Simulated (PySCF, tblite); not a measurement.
# C₄H₁₀B₂F₂O: geometry, infrared bands and NMR shifts

Aim: predict the infrared bands and NMR shifts of C₄H₁₀B₂F₂O (`CBOC[C@H](C)B(F)F`).

The runs use tblite 0.8.0 and PySCF 2.14.0, with density-fitted response routines of our own; the level of theory stands in each step. All values are computed, except where a source is named. Atoms count from 0, in the outputs and in this text.

**1. The molecule as given**

19 atoms, charge 0, multiplicity 1; geometry from: force field or distance geometry start.

Bonds of the start (Å): C0–B1 1.60, B1–O2 1.45, O2–C3 1.37, C3–C4 1.51, C4–C5 1.51, C4–B6 1.56, B6–F7 1.45, B6–F8 1.47, C0–H9 1.10, C0–H10 1.11, C0–H11 1.10, B1–H12 1.16, C3–H13 1.10, C3–H14 1.14, C4–H15 1.13, C5–H16 1.09, C5–H17 1.12, C5–H18 1.12.

**2. Relaxing the molecule with GFN2-xTB**

The job: settings as JSON, then the geometry in Å.

```
{"job": {"kind": "relax", "xc": "GFN2-xTB", "basis": "xTB"}, "charge": 0, "multiplicity": 1}
C      2.930200    -0.427400     0.337700
B      2.166600    -0.215800    -1.049300
O      0.746200    -0.436900    -1.197700
C      0.054300     0.303600    -0.271200
C     -1.448100     0.143000    -0.337100
C     -2.007400     1.018600     0.760100
B     -1.956200    -1.328600    -0.280500
F     -2.857600    -1.758900    -1.333800
F     -2.239700    -1.875500     1.050000
H      2.248200    -0.506100     1.203500
H      3.521900    -1.363800     0.322400
H      3.555800     0.465000     0.508500
H      2.782000     0.202800    -1.943800
H      0.273400     1.378400    -0.403600
H      0.323800     0.048200     0.803300
H     -1.781700     0.655000    -1.284100
H     -2.810800     1.648500     0.376100
H     -1.185800     1.684800     1.114900
H     -2.325000     0.374400     1.617100
```

The run is started by

```console
$ OMP_NUM_THREADS=1 python probes_run.py task.json out
```

This one command runs all jobs of the session in turn.

Log:

```text
step      E/eV     max force
  0    -808.85265    4.239
  1    -809.58197    2.423
  2    -809.84419    2.793
  3    -809.96422    1.227
  4    -810.07647    0.749
  5    -810.11656    0.875
  6    -810.17750    0.726
  7    -810.22694    0.644
  8    -810.29041    0.712
  9    -810.34496    0.745
 10    -810.39910    0.627
 11    -810.44436    0.442
 12    -810.48353    0.514
 13    -810.51673    0.443
 14    -810.54487    0.437
 15    -810.57062    0.414
 16    -810.59393    0.329
 17    -810.61283    0.328
 18    -810.62874    0.286
 19    -810.64436    0.313
 20    -810.66145    0.357
 21    -810.68200    0.405
 22    -810.70751    0.400
 23    -810.73425    0.395
 24    -810.75795    0.383
 25    -810.77359    0.317
 26    -810.78931    0.274
 27    -810.79764    0.281
 28    -810.80583    0.195
 29    -810.81148    0.164
 30    -810.81701    0.155
 31    -810.82223    0.202
 32    -810.82755    0.207
 33    -810.83217    0.173
 34    -810.83617    0.163
 35    -810.83991    0.125
 36    -810.84372    0.187
 37    -810.84776    0.189
 38    -810.85173    0.131
 39    -810.85512    0.114
 40    -810.85804    0.109
 41    -810.86058    0.105
 42    -810.86259    0.133
 43    -810.86414    0.076
 44    -810.86575    0.093
 45    -810.86726    0.089
 46    -810.86849    0.075
 47    -810.86983    0.090
 48    -810.87105    0.114
 49    -810.87212    0.105
 50    -810.87302    0.076
 51    -810.87382    0.076
 52    -810.87459    0.060
 53    -810.87535    0.082
 54    -810.87605    0.074
 55    -810.87669    0.055
 56    -810.87729    0.049
 57    -810.87782    0.056
 58    -810.87824    0.057
 59    -810.87862    0.051
 60    -810.87908    0.050
 61    -810.87977    0.070
 62    -810.88074    0.082
 63    -810.88180    0.090
 64    -810.88273    0.064
 65    -810.88338    0.063
 66    -810.88405    0.073
 67    -810.88468    0.066
 68    -810.88514    0.046
 69    -810.88540    0.037
 70    -810.88559    0.030
 71    -810.88578    0.030
 72    -810.88597    0.026
 73    -810.88610    0.025
 74    -810.88621    0.024
 75    -810.88634    0.029
 76    -810.88650    0.030
 77    -810.88668    0.027
 78    -810.88683    0.029
 79    -810.88694    0.025
 80    -810.88705    0.026
 81    -810.88719    0.031
 82    -810.88737    0.033
 83    -810.88758    0.034
 84    -810.88777    0.036
 85    -810.88794    0.037
 86    -810.88814    0.035
 87    -810.88837    0.038
 88    -810.88861    0.038
 89    -810.88885    0.046
 90    -810.88909    0.053
 91    -810.88938    0.047
 92    -810.88963    0.038
 93    -810.88979    0.027
 94    -810.88987    0.027
 95    -810.88994    0.027
 96    -810.89005    0.029
 97    -810.89021    0.032
 98    -810.89039    0.032
 99    -810.89058    0.029
100    -810.89077    0.033
101    -810.89097    0.041
102    -810.89122    0.038
103    -810.89153    0.033
104    -810.89173    0.034
105    -810.89195    0.040
106    -810.89226    0.043
107    -810.89256    0.036
108    -810.89277    0.066
109    -810.89292    0.047
110    -810.89308    0.032
111    -810.89332    0.023
112    -810.89350    0.046
113    -810.89374    0.028
114    -810.89392    0.035
115    -810.89410    0.035
116    -810.89433    0.044
117    -810.89454    0.038
118    -810.89470    0.026
119    -810.89483    0.024
120    -810.89495    0.032
121    -810.89510    0.040
122    -810.89525    0.026
123    -810.89537    0.022
124    -810.89544    0.020
125    -810.89552    0.025
126    -810.89559    0.020
127    -810.89565    0.015
128    -810.89570    0.015
129    -810.89574    0.016
130    -810.89580    0.016
131    -810.89586    0.018
132    -810.89592    0.016
133    -810.89597    0.018
134    -810.89604    0.023
135    -810.89617    0.033
136    -810.89642    0.041
137    -810.89681    0.048
138    -810.89735    0.049
139    -810.89791    0.050
140    -810.89715    0.168
141    -810.89859    0.114
142    -810.89890    0.088
143    -810.89958    0.045
144    -810.90024    0.096
145    -810.90096    0.068
146    -810.90195    0.066
147    -810.90228    0.060
148    -810.90301    0.053
149    -810.90364    0.036
150    -810.90383    0.066
151    -810.90402    0.033
152    -810.90413    0.035
153    -810.90428    0.032
154    -810.90441    0.038
155    -810.90454    0.025
156    -810.90464    0.022
157    -810.90473    0.021
158    -810.90478    0.016
159    -810.90481    0.012
160    -810.90483    0.015
161    -810.90485    0.013
162    -810.90487    0.017
163    -810.90493    0.019
164    -810.90498    0.022
165    -810.90504    0.025
166    -810.90512    0.026
167    -810.90523    0.027
168    -810.90532    0.027
169    -810.90546    0.023
170    -810.90556    0.027
171    -810.90571    0.027
172    -810.90578    0.019
173    -810.90584    0.031
174    -810.90589    0.023
175    -810.90594    0.019
176    -810.90603    0.020
177    -810.90609    0.019
178    -810.90622    0.023
179    -810.90641    0.027
180    -810.90656    0.044
181    -810.90651    0.088
182    -810.90544    0.185
183    -810.90688    0.030
184    -810.90708    0.044
185    -810.90725    0.041
186    -810.90750    0.035
187    -810.90773    0.038
188    -810.90851    0.076
189    -810.90908    0.064
190    -810.90950    0.181
191    -810.90032    0.369
192    -810.91046    0.044
193    -810.91065    0.062
194    -810.91082    0.044
195    -810.91101    0.023
196    -810.91121    0.024
197    -810.91132    0.021
198    -810.91140    0.026
199    -810.91148    0.041
200    -810.91155    0.036
201    -810.91160    0.029
202    -810.91164    0.025
203    -810.91169    0.020
204    -810.91174    0.017
205    -810.91182    0.021
206    -810.91193    0.029
207    -810.91210    0.032
208    -810.91236    0.043
209    -810.91271    0.053
210    -810.91316    0.063
211    -810.91382    0.067
212    -810.91468    0.094
213    -810.91565    0.099
214    -810.91520    0.170
215    -810.91724    0.097
216    -810.91777    0.076
217    -810.91841    0.058
218    -810.91816    0.248
219    -810.91971    0.044
220    -810.92022    0.035
221    -810.91973    0.249
222    -810.92120    0.025
223    -810.92149    0.036
224    -810.92177    0.115
225    -810.92203    0.051
226    -810.92222    0.038
227    -810.92265    0.029
228    -810.92283    0.035
229    -810.92299    0.034
230    -810.92322    0.036
231    -810.92338    0.048
232    -810.92343    0.054
233    -810.92357    0.018
234    -810.92363    0.019
235    -810.92367    0.016
236    -810.92371    0.013
237    -810.92374    0.017
238    -810.92378    0.012
239    -810.92380    0.012
240    -810.92381    0.014
241    -810.92383    0.011
242    -810.92384    0.010
```

Wall time 1.6 s (1 thread of Arm Neoverse V1, shared host); peak memory 0.18 GiB.

The steps of the relaxation: (not every step is listed)

```csv
step,energy from step 0 (eV),largest force (eV/Å)
0,0.0000,4.2393
1,-0.7293,2.4226
2,-0.9915,2.7928
3,-1.1116,1.2274
4,-1.2238,0.7489
5,-1.2639,0.8755
6,-1.3248,0.7256
7,-1.3743,0.6435
8,-1.4378,0.7120
30,-1.9644,0.1547
52,-2.0219,0.0604
74,-2.0336,0.0236
96,-2.0374,0.0285
118,-2.0420,0.0257
140,-2.0445,0.1682
162,-2.0522,0.0166
184,-2.0544,0.0444
206,-2.0593,0.0287
228,-2.0702,0.0346
237,-2.0711,0.0166
238,-2.0711,0.0124
239,-2.0711,0.0119
240,-2.0712,0.0137
241,-2.0712,0.0108
242,-2.0712,0.0095
```

Distances of close pairs at the start and the end, largest changes first:

```csv
bond,before (Å),after (Å),change (Å)
B6–F8,1.466,1.317,-0.149
B6–F7,1.452,1.316,-0.136
B1–O2,1.445,1.331,-0.114
C3–H14,1.137,1.095,-0.042
O2–C3,1.373,1.409,+0.035
C4–B6,1.558,1.592,+0.034
C4–H15,1.127,1.094,-0.033
C5–H18,1.118,1.087,-0.031
```

The end geometry stands in the next job.

**3. Infrared spectrum with GFN2-xTB**

The job: settings as JSON, then the geometry in Å.

```
{"job": {"kind": "ir", "xc": "GFN2-xTB", "basis": "xTB"}, "charge": 0, "multiplicity": 1}
C      2.594833    -0.878934     0.313637
B      1.986058    -0.367550    -1.065726
O      0.917950     0.417316    -1.185457
C      0.118324     0.913632    -0.137394
C     -1.330759     0.422195    -0.317199
C     -2.235125     1.064031     0.749834
B     -1.412183    -1.165776    -0.248056
F     -2.202182    -1.880984    -1.019586
F     -0.737042    -1.881855     0.626878
H      1.867999    -1.472504     0.865756
H      3.476886    -1.495459     0.171804
H      2.878844    -0.049051     0.960089
H      2.465521    -0.650954    -2.101157
H      0.145724     2.008676    -0.192154
H      0.499213     0.596690     0.839023
H     -1.673593     0.761355    -1.299498
H     -3.266052     0.750656     0.609481
H     -2.187600     2.147762     0.675356
H     -1.916618     0.770005     1.746907
```

Log:

```text
mode    cm-1     km/mol
  1      16.0      0.04
  2      45.3      1.23
  3      64.0      0.53
  4      97.7      0.68
  5     109.3      0.24
  6     166.5      0.91
  7     190.8      0.89
  8     214.3      0.26
  9     253.8      2.46
 10     285.9      0.78
 11     409.0     16.78
 12     431.5     28.17
 13     481.7      5.11
 14     507.5      2.68
 15     579.3     67.91
 16     628.2      4.68
 17     705.5      4.94
 18     835.2      1.14
 19     903.6    109.90
 20     923.1      6.79
 21     958.3     24.30
 22     965.9     22.21
 23     976.5      8.44
 24    1039.1     29.54
 25    1079.3     15.35
 26    1116.1     28.02
 27    1136.8     39.03
 28    1195.6     18.67
 29    1232.3    197.94
 30    1264.5     35.92
 31    1284.7    247.83
 32    1320.0    203.79
 33    1329.1    169.85
 34    1352.6    241.98
 35    1386.1     38.97
 36    1405.2      2.25
 37    1466.7      3.97
 38    1493.7      4.86
 39    1496.2      7.46
 40    1501.7      2.06
 41    1505.9      1.37
 42    2591.6    172.67
 43    2908.4     35.37
 44    2933.3     24.34
 45    2960.8     29.15
 46    3007.2     34.97
 47    3025.4     18.79
 48    3033.3     27.46
 49    3041.6     28.70
 50    3049.0     19.23
 51    3059.8     34.48
```

Run time: 0.65 s. Hardware: 1 thread of Arm Neoverse V1, shared host; peak memory 0.18 GiB.

Which atoms move in the most intense modes:

```csv
cm⁻¹,km/mol,atoms
579,67.9,B6 67 %
904,109.9,"B1 26 %, H12 22 %, H9 18 %, H11 18 %"
1232,197.9,"B6 43 %, H15 18 %, F7 13 %, H13 11 %"
1285,247.8,"B6 54 %, F8 14 %, H15 12 %"
1320,203.8,"H14 28 %, H13 18 %, C3 14 %, B1 12 %"
1329,169.8,"H15 31 %, B6 23 %, C4 20 %, H14 11 %"
1353,242.0,"B1 40 %, O2 27 %, H13 16 %"
2592,172.7,H12 92 %
```

**4. NMR shieldings: PBE0/pcSseg-1**

Settings changed since step 3:

```diff
@@ -1,2 +1,2 @@
-{"job": {"kind": "ir", "xc": "GFN2-xTB", "basis": "xTB"}, "charge": 0, "multiplicity": 1}
+{"job": {"kind": "nmr", "xc": "PBE0", "basis": "pcSseg-1"}, "charge": 0, "multiplicity": 1}
 C      2.594833    -0.878934     0.313637
```

With the program's defaults for keys left out, this is: GIAO PBE0/pcSseg-1 NMR shielding, non-relativistic, gas phase.

Log:

```text
coarse grid: 15976 points
cycle   1  E = -482.4459909906  dE =  9.299e-01  |g| = 8.423e-01  |ddm| = 3.640e+00
cycle   2  E = -482.3435210196  dE =  1.025e-01  |g| = 1.178e+00  |ddm| = 1.286e+00
cycle   3  E = -482.5719441790  dE = -2.284e-01  |g| = 1.258e-01  |ddm| = 8.052e-01
cycle   4  E = -482.5748687816  dE = -2.925e-03  |g| = 4.283e-02  |ddm| = 1.061e-01
cycle   5  E = -482.5752046665  dE = -3.359e-04  |g| = 1.118e-02  |ddm| = 3.486e-02
cycle   6  E = -482.5752244030  dE = -1.974e-05  |g| = 3.479e-03  |ddm| = 9.521e-03
cycle   7  E = -482.5752266802  dE = -2.277e-06  |g| = 4.347e-04  |ddm| = 2.522e-03
final grid: 155384 points
cycle   8  E = -482.6471609534  dE = -8.810e-05  |g| = 1.182e-02  |ddm| = 3.023e-02
cycle   9  E = -482.6471356502  dE =  2.530e-05  |g| = 1.672e-02  |ddm| = 1.830e-02
cycle  10  E = -482.6471904171  dE = -5.477e-05  |g| = 1.952e-03  |ddm| = 1.106e-02
cycle  11  E = -482.6471911783  dE = -7.612e-07  |g| = 2.737e-04  |ddm| = 1.708e-03
cycle  12  E = -482.6471911923  dE = -1.406e-08  |g| = 8.895e-05  |ddm| = 2.770e-04
cycle  13  E = -482.6471911940  dE = -1.682e-09  |g| = 2.996e-05  |ddm| = 9.482e-05
cycle  14  E = -482.6471911942  dE = -1.613e-10  |g| = 7.002e-06  |ddm| = 2.210e-05
converged SCF energy = -482.6471911942

GIAO shielding tensors (ppm)
atom      isotropic    diamagn.    paramagn.     s11        s22        s33       span
  0 C      184.541     255.886     -71.345    170.537    190.071    193.013     22.476
  1 B       51.604     192.657    -141.053      2.343     53.761     98.709     96.365
  2 O      116.689     396.274    -279.585    -76.026     90.005    336.089    412.115
  3 C      113.857     248.767    -134.911     80.297    105.083    156.190     75.892
  4 C      158.213     254.863     -96.650    143.320    159.762    171.557     28.237
  5 C      174.969     246.279     -71.311    167.016    168.298    189.593     22.577
  6 B       71.895     194.484    -122.590     44.246     81.536     89.902     45.655
  7 F      232.283     466.701    -234.418     50.416    287.695    358.738    308.322
  8 F      251.343     472.316    -220.972     72.960    294.243    386.827    313.867
  9 H       31.185      33.798      -2.613     25.810     31.103     36.643     10.834
 10 H       30.983      29.312       1.671     27.635     27.818     37.496      9.861
 11 H       31.505      32.022      -0.517     26.812     30.643     37.060     10.249
 12 H       26.391      30.441      -4.050     24.088     26.541     28.543      4.455
 13 H       27.677      31.928      -4.251     23.317     28.236     31.479      8.162
 14 H       27.347      35.371      -8.024     23.962     27.628     30.453      6.491
 15 H       29.725      32.623      -2.898     26.839     28.078     34.258      7.420
 16 H       30.510      27.682       2.828     25.699     28.166     37.665     11.967
 17 H       30.599      28.979       1.620     26.084     28.131     37.583     11.499
 18 H       30.903      30.212       0.691     26.402     29.594     36.713     10.311
```

It took 39 s on 1 thread of Arm Neoverse V1, shared host; peak memory 0.91 GiB.

The references, computed at this level on geometries of the same kind, shield at (ppm): ¹H TMS 31.72, ¹³C TMS 186.9, ¹⁹F CFCl3 170.9, ¹⁷O H2O 336.1, ¹¹B BF3·OEt2 100.1. Their shielding less the atom's gives the shift. The references are single molecules in the gas phase, so shifts against H2O, NH3, PH3, H3PO4 or CFCl3 are not on the usual liquid scales and can be off by tens of ppm. Atoms listed in one row are averaged.

```csv
atoms,environment,σ (ppm),δ (ppm),δ scaled to CDCl3
C3,sp3 CH2 bonded to O,113.9,73.1,69.4
C4,sp3 CH bonded to B,158.2,28.7,26.1
C5,methyl carbon,175.0,12.0,9.8
C0,methyl carbon bonded to B,184.5,2.4,0.4
H12,"hydrogen on a boron bonded to C, O",26.39,5.33,–
H14,hydrogen on an sp3 CH2 bonded to O,27.35,4.37,4.22
H13,hydrogen on an sp3 CH2 bonded to O,27.68,4.04,3.91
H15,hydrogen on an sp3 CH bonded to B,29.72,1.99,1.98
"H16, H17, H18",hydrogen on a methyl carbon,30.67,1.05,1.09
"H9, H10, H11",hydrogen on a methyl carbon bonded to B,31.22,0.49,0.57
B1,"boron bonded to C, O, H",51.6,48.5,–
B6,"boron bonded to C, 2 F",71.9,28.2,–
O2,"oxygen bonded to C, B",116.7,219.4,–
"F7, F8",fluorine bonded to B,241.8,-70.9,–
```

The scaled column applies a straight-line fit of computed shieldings to shifts measured in CDCl3, and one for carbons that bear F (root-mean-square error 0.16 ppm for H, 1.9 ppm for C).

The run also stored atomic charges by several schemes (e):

```csv
atoms,Mulliken,IAO,Hirshfeld,ESP fit
C0,-0.58,-0.61,-0.20,-0.72
B1,0.37,0.27,0.19,0.69
O2,-0.48,-0.36,-0.15,-0.59
C3,0.12,-0.04,0.02,0.29
C4,-0.54,-0.30,-0.10,-0.01
C5,-0.26,-0.41,-0.11,-0.46
B6,0.79,0.74,0.32,0.64
"F7, F8",-0.28,-0.31,-0.13,-0.28
```

Mayer bond orders: C0–B1 1.00, B1–O2 1.24, O2–C3 0.87, C3–C4 1.00, C4–C5 1.04, C4–B6 0.92, B6–F7 1.14, B6–F8 1.10.

**5. What came out**

| quantity | value |
| --- | --- |
| strongest single infrared mode (GFN2-xTB) | 1285 cm⁻¹, 248 km/mol |
| zero-point energy (GFN2-xTB) | 91.4 kcal/mol |
| ¹³C shifts against TMS (PBE0/pcSseg-1) | 73.1, 28.7, 12.0, 2.4 ppm |
| ¹H shifts against TMS (PBE0/pcSseg-1, means over atoms taken as alike) | 5.33, 4.37, 4.04, 1.99, 1.05, 0.49 ppm |
| ¹¹B shifts against BF3·OEt2 (PBE0/pcSseg-1) | 48.5, 28.2 ppm |
| ¹⁷O shifts against H2O (PBE0/pcSseg-1) | 219.4 ppm |
| ¹⁹F shifts against CFCl3 (PBE0/pcSseg-1, means over atoms taken as alike) | -70.9 ppm |

Over 242 steps the energy fell by 2.071 eV; of the close pairs, B6–F8 changed most, 1.466 to 1.317 Å. No mode is imaginary among the 51: a minimum at this level. The strongest single mode, at 1285 cm⁻¹, moves mainly B6. GFN2-xTB is a fitted tight-binding method: band positions and strengths are rough. Its intensities can rank the bands wrongly. The most deshielded carbon is C3 (sp3 CH2 bonded to O), at 73.1 ppm: pulled downfield by the heteroatom. At PBE0/pcSseg-1: Shielding is most anisotropic at O2 (span 412 ppm, paramagnetic term -280 ppm).
